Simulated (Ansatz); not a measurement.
**YbO (WC type): a single-point run**

Wanted: a converged single-point run for YbO (WC type), and a check of what comes out. The structure is shown as the input types it.

Method: DFT PBEsol, scalar-relativistic, plane waves, PAW, in Ansatz 0.2.0.

## Step 1: Starting point

It takes space group P-6m2 (No. 187, hexagonal). The conventional cell has a = 3.248 Å, b = 3.248 Å, c = 2.985 Å, α = 90.00°, β = 90.00°, γ = 120.00°. Yb (site symmetry -6m2) is surrounded by 6 O at 2.40 Å. Around O (site symmetry -6m2) lie 6 Yb at 2.40 Å.

Structure file:

```cif
data_structure
_symmetry_space_group_name_H-M 'P 1'
_symmetry_Int_Tables_number 1
_cell_length_a 3.2480
_cell_length_b 3.2480
_cell_length_c 2.9848
_cell_angle_alpha 90.000
_cell_angle_beta 90.000
_cell_angle_gamma 120.000
_cell_volume 27.27
loop_
_atom_site_label
_atom_site_type_symbol
_atom_site_fract_x
_atom_site_fract_y
_atom_site_fract_z
_atom_site_occupancy
Yb1 Yb 0.00000 0.00000 0.00000 1
O1 O 0.66667 0.33333 0.50000 1
```

## Step 2: Running it

Input file input.yaml:

```yaml
crystal:
  lattice:
    - [3.248003279487, -2.886746143997e-11, 0.0]
    - [-1.624001639719, 2.812853351626, 0.0]
    - [0.0, 0.0, 2.9847533672]
  atoms:
    - { symbol: Yb, position: [-3.700743415525e-17, 0.0, 0.0] }
    - { symbol: O, position: [0.6666666666667, 0.3333333333333, 0.5] }
basis:
  ecutwfc: 420
  ecutrho_ratio: 4
kpoints:
  mp_grid: { grid: [12, 12, 10] }
hamiltonian:
  xc: pbesol
scf:
  occupations: { method: gaussian, width: 0.05 }
  max_iter: 60
output:
  forces: true
  stress: true
magnetization:
  spin_polarized: true
  initial_magnetization: 40
```

Started as:

```bash
> ansatz run input.yaml --threads 4 --pin off --max-ram 4096MiB --backend cpu --events-out ev --progress --plain --runs-dir out
```

What happens when this is run?

This run ends as converged, with warnings (given moment on shells, seeded moment not kept). Its log warns: «where an SCF of this run starts from atoms to list the orders of its open shells, Yb (site 0, from 0) starts with 0.44 μB on its 4f shell and 0.44 μB on its 5d shell ...»

Look at the input: magnetization.spin_polarized is true; magnetization.initial_magnetization is 40. What could go wrong: unrealistic starting moment. The run ends with a total moment of 0.00 μB. It still converged here, which does not make the setting sound.

Run again and compare: delete magnetization.spin_polarized and magnetization.initial_magnetization (the default then holds).
